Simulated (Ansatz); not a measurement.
From input file to script: H₃MoNOS₂, SMILES [NH2][Mo]([OH])(=[S])=[S] in Ansatz 0.2.0.

```yaml
crystal:
  periodic: [false, false, false]
  atoms:
    - { symbol: "N", position_ang: [-1.1978, 0.7364, 0.4301] }
    - { symbol: Mo, position_ang: [0.3706, -0.2481, -0.4908] }
    - { symbol: O, position_ang: [1.2786, -1.3949, 0.887] }
    - { symbol: S, position_ang: [-0.2604, -1.4288, -2.0067] }
    - { symbol: S, position_ang: [1.7058, 1.1117, -1.276] }
    - { symbol: H, position_ang: [-0.84, 1.3788, 1.1832] }
    - { symbol: H, position_ang: [-1.592, 1.447, -0.2932] }
    - { symbol: H, position_ang: [0.6273, -1.6593, 1.5106] }
basis:
  gaussian: { orbitals: def2-SVPD }
hamiltonian:
  xc: r2scan
output:
  forces: true
```

On the command line:
```console
$ ansatz run input.yaml --threads 1 --pin off --max-ram 4096MiB --backend cpu --events-out ev --progress --plain --runs-dir out
Engine: ansatz 0.2.0, aarch64-unknown-linux-gnu
Functional definition: r2SCAN
  parameter k0 = 0.174
  parameter k1 = 0.065
  parameter a1 = 4.9479
  exchange = r2scan_x(k0 = k0, k1 = k1, a1 = a1)
  correlation = r2scan_c
1398 factors; their error is unknown
mean field evaluation 1: about -27092.4795 eV, gradient 7.8e1 eV
mean field evaluation 2: about -26893.3915 eV, gradient 2.6e2 eV
mean field evaluation 4: about -27078.5150 eV, gradient 1.1e2 eV
mean field evaluation 8: about -27104.7980 eV, gradient 1.6e0 eV
mean field evaluation 16: about -27104.7666 eV, gradient 8.4e-4 eV
mean field -27104.76661703 eV, -996.0818009050 hartree, gradient 2.3e-5 eV, S^2 0.000000; 0 other end points of the search recorded, 0 dependent functions left out
the calculation of the forces begins
reference -27104.76663721 eV, -996.0818016467 hartree; 32, 32 occupied and 123, 123 virtual orbitals, 1398 factors
Total energy: -27104.76663721 eV, -996.0818016467 hartree
Atom 0 at    -1.197800     0.736400     0.430100 Å, force     0.902308     1.439842    -1.889643 eV/Å
Atom 1 at     0.370600    -0.248100    -0.490800 Å, force    -0.005153    -0.034649     5.710302 eV/Å
Atom 2 at     1.278600    -1.394900     0.887000 Å, force     0.173375     2.140926    -2.581626 eV/Å
Atom 3 at    -0.260400    -1.428800    -2.006700 Å, force    -1.388920    -1.674478    -2.483879 eV/Å
Atom 4 at     1.705800     1.111700    -1.276000 Å, force     1.301677     1.177375    -0.643883 eV/Å
Atom 5 at    -0.840000     1.378800     1.183200 Å, force    -0.160020    -0.678121    -0.686164 eV/Å
Atom 6 at    -1.592000     1.447000    -0.293200 Å, force     0.318846    -1.561141     1.422231 eV/Å
Atom 7 at     0.627300    -1.659300     1.510600 Å, force    -1.142113    -0.809755     1.152662 eV/Å
Dipole moment:    -0.355952     0.271240     0.288745 e Å
```

The script, `energy.py`:
```python
"""Single point of H3MoNOS2 in a Gaussian basis."""

import sys
import warnings

import ansatz as az
import numpy as np

warnings.simplefilter("ignore", az.DeckWarning)

mol = (
    az.Crystal.molecule()
    .atom("N", (-1.1978, 0.7364, 0.4301))
    .atom("Mo", (0.3706, -0.2481, -0.4908))
    .atom("O", (1.2786, -1.3949, 0.887))
    .atom("S", (-0.2604, -1.4288, -2.0067))
    .atom("S", (1.7058, 1.1117, -1.276))
    .atom("H", (-0.84, 1.3788, 1.1832))
    .atom("H", (-1.592, 1.447, -0.2932))
    .atom("H", (0.6273, -1.6593, 1.5106))
)

model = mol.calculation().basis(gaussian="def2-SVPD").functional("r2scan").forces()
try:
    r = model.run().report
except az.AnsatzError as error:
    sys.exit(f"{type(error).__name__}: {error}")

for key in ("converged", "free_energy_ev", "reference_energy_ev", "n_frozen", "n_occupied", "n_virtual"):
    print(f"{key:22s} {r[key]}")

state = r["mean_field"]["state"]
print(f"mean field: {state['energy']['hartree']:.7f} Ha, <S^2> = {abs(state['spin_squared']):.4f}, stability: {state.get('stability', {}).get('kind')}")

symbols = [site.symbol for site in mol.cartesian_sites]
forces = np.array(r["forces_ev_ang"])
print("largest force", round(float(np.linalg.norm(forces, axis=1).max()), 4), "eV/A, rms", round(float(np.sqrt((forces ** 2).mean())), 4))

charges = r["charge_distribution"]
print("dipole moment", round(4.803205 * float(np.linalg.norm(charges["dipole_moment_e_ang"])), 3), "D")
print("Mulliken:", [(s, round(q, 3)) for s, q in zip(symbols, charges["mulliken_charges_e"])])
```

`python energy.py` gives:
```text
converged              True
free_energy_ev         -27104.766637208122
reference_energy_ev    -27104.766637208122
n_frozen               0
n_occupied             [32, 32]
n_virtual              [123, 123]
mean field: -996.0818016 Ha, <S^2> = 0.0000, stability: minimum
largest force 5.7104 eV/A, rms 1.7506
dipole moment 2.558 D
Mulliken: [('N', -0.402), ('Mo', 1.659), ('O', -0.642), ('S', -0.474), ('S', -0.493), ('H', 0.065), ('H', 0.094), ('H', 0.193)]
```

Reading the output:
- The settings weren't tested for convergence.
- The geometry is a force-field or estimated start, not a minimum of this method, and the basis set is short of its limit.
- def2 sets replace the cores of elements past krypton by effective core potentials.
- Mulliken charges are unreliable in a basis with diffuse functions.
- The whole script took 19 s on 1 thread of Arm Neoverse V1, on a shared host, peak memory 0.31 GiB.

(Lines on the test bed's own set-up are left out of the output.)
